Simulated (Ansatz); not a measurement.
# BHLYP/def2-SVPD run of Si2H3OF (SMILES F[Si]O[SiH3])

Aim: the electronic atomisation energy of Si2H3OF at BHLYP/def2-SVPD, from 5 runs. 

Program for the calculation: Ansatz 0.2.0.

57 further runs of the same task are left out: 57 set aside as unsound or not needed.

## 1. The structure to begin with

Si2H3OF: 7 atoms, total charge 0, spin state singlet. As SMILES, `F[Si]O[SiH3]`. The coordinates come from a PBE0-D4/def2-TZVP relaxation. This is one conformer, not always the lowest.

Bond lengths: F1–Si2 1.617 Å, Si2–O3 1.630 Å, O3–Si4 1.657 Å, Si4–H5 1.482 Å, Si4–H6 1.483 Å, Si4–H7 1.483 Å. Angles: F1–Si2–O3 101.9°, Si2–O3–Si4 146.4°, O3–Si4–H5 107.7°, O3–Si4–H6 109.7°, O3–Si4–H7 109.7°, H5–Si4–H6 109.9°, H5–Si4–H7 109.9°, H6–Si4–H7 109.9°.

## 2. A single-point energy at BHLYP/def2-SVPD

File run.yaml:

```yaml
crystal:
  periodic: [false, false, false]
  atoms:
    - {symbol: F, position_ang: [0.639300, -1.829500, 1.608700]}
    - {symbol: Si, position_ang: [-0.428700, -2.165500, 0.441500]}
    - {symbol: O, position_ang: [-0.538300, -0.736500, -0.334600]}
    - {symbol: Si, position_ang: [-0.025600, 0.837100, -0.406700]}
    - {symbol: H, position_ang: [-0.705100, 1.480700, -1.555500]}
    - {symbol: H, position_ang: [-0.385700, 1.537800, 0.850000]}
    - {symbol: H, position_ang: [1.444000, 0.875800, -0.603300]}
basis:
  gaussian:
    orbitals: def2-SVPD
total_charge: 0
hamiltonian:
  xc: {name: BHLYP}
accuracy: high
output: {orbitals: {seedname: orbitals}}
```

Run with:

```bash
ansatz run run.yaml --threads 1 --pin off --max-ram 3480MiB --events-out events.jsonl --progress --plain --runs-dir runs
```

Standard output:

```text
Warning: RAYON_NUM_THREADS=1 ignored (pool sized by the plan → 1); use --threads N
Functional definition: BHLYP
  name "BHLYP"
  parameter a = 0.5
  exchange = (1 - a)*b88_x + a*exact_x
  correlation = lyp_c
2284 factors; integrals over basis functions are off by at most 3.8e-9 eV
mean field evaluation 1: about -20555.4460 eV, gradient 5.4e1 eV
mean field evaluation 2: about -20551.3198 eV, gradient 7.3e1 eV
mean field evaluation 4: about -20560.3271 eV, gradient 3.5e0 eV
mean field evaluation 8: about -20560.5503 eV, gradient 2.6e-1 eV
mean field evaluation 16: about -20560.5505 eV, gradient 1.1e-5 eV
mean field -20560.55050320 eV, -755.5862945511 hartree, gradient 7.3e-8 eV, S^2 0.000000; 0 other end points of the search recorded, 0 dependent functions left out
reference -20560.55053191 eV, -755.5862956061 hartree; 24, 24 occupied and 94, 94 virtual orbitals, 2284 factors
Total energy: -20560.55053191 eV, -755.5862956061 hartree
```

Run time: 11 s. Hardware: 1 thread of Arm Neoverse V2, shared host; peak memory 0.43 GiB.

## 3. The F atom

File run.yaml:

```yaml
crystal:
  periodic: [false, false, false]
  atoms:
    - {symbol: F, position_ang: [0.000000, 0.000000, 0.000000]}
basis:
  gaussian:
    orbitals: def2-SVPD
magnetization:
  spin_polarized: true
  initial_magnetization: 1
hamiltonian:
  xc: {name: BHLYP}
accuracy: high
```

Run with:

```bash
ansatz run run.yaml --threads 1 --pin off --max-ram 3480MiB --events-out events.jsonl --progress --plain --runs-dir runs
```

Standard output:

```text
Warning: RAYON_NUM_THREADS=1 ignored (pool sized by the plan → 1); use --threads N
[... 5 set-up lines as earlier in the session ...]
194 factors; integrals over basis functions are off by at most 1.8e-9 eV
mean field evaluation 1: about -2710.8928 eV, gradient 4.6e0 eV
mean field evaluation 2: about -2710.9583 eV, gradient 7.5e-1 eV
mean field evaluation 4: about -2710.9614 eV, gradient 1.3e-1 eV
mean field evaluation 8: about -2710.9615 eV, gradient 1.2e-3 eV
mean field -2710.96149910 eV, -99.6259975361 hartree, gradient 7.0e-9 eV, S^2 0.752010; 0 other end points of the search recorded, 0 dependent functions left out
reference -2710.96151540 eV, -99.6259981353 hartree; 5, 4 occupied and 18, 19 virtual orbitals, 194 factors
Total energy: -2710.96151540 eV, -99.6259981353 hartree
```

Run time: 0.3 s. Hardware: 1 thread of Arm Neoverse V2, shared host.

## 4. The H atom, same level

File in.yaml:

```yaml
crystal:
  periodic: [false, false, false]
  atoms:
    - symbol: H
      position_ang: [0.000000, 0.000000, 0.000000]
basis:
  gaussian: {orbitals: def2-SVPD}
magnetization: {spin_polarized: true, initial_magnetization: 1}
hamiltonian: {xc: {name: BHLYP}}
accuracy: high
```

Run the same way, it converges to -0.49784 Eh (log not shown).

## 5. The O atom at the same level

File input.yaml:

```yaml
basis:
  gaussian: {orbitals: def2-SVPD}
crystal:
  periodic: [false, false, false]
  atoms:
    - {symbol: O, position_ang: [0.000000, 0.000000, 0.000000]}
total_charge: 0
magnetization: {spin_polarized: true, initial_magnetization: 2}
hamiltonian: {xc: {name: BHLYP}}
accuracy: high
```

Run the same way, it converges to -74.98871 Eh (log not shown).

## 6. The Si atom, same level

File input.yaml:

```yaml
crystal:
  periodic: [false, false, false]
  atoms:
    - {symbol: Si, position_ang: [0.000000, 0.000000, 0.000000]}
basis:
  gaussian:
    orbitals: def2-SVPD
magnetization:
  spin_polarized: true
  initial_magnetization: 2
hamiltonian:
  xc: {name: BHLYP}
accuracy: high
```

Run the same way, it converges to -289.28042 Eh (log not shown).

## 7. Summary of results

At BHLYP/def2-SVPD:

| quantity | value |
| --- | --- |
| molecule: total energy | -755.58630 Eh |
| molecule: HOMO energy | -8.83 eV |
| molecule: LUMO energy | -0.84 eV |
| molecule: HOMO–LUMO gap | 7.99 eV |
| F atom: total energy | -99.62600 Eh |
| F atom: ⟨S²⟩ | 0.752 |
| H atom: total energy | -0.49784 Eh |
| H atom: ⟨S²⟩ | 0.750 |
| O atom: total energy | -74.98871 Eh |
| O atom: ⟨S²⟩ | 2.005 |
| Si atom: total energy | -289.28042 Eh |
| Si atom: ⟨S²⟩ | 2.006 |
| electronic atomisation energy | 24.959 eV |

Taking the molecule apart into free atoms costs 24.96 eV (576 kcal/mol), before zero-point energy and without spin-orbit coupling.
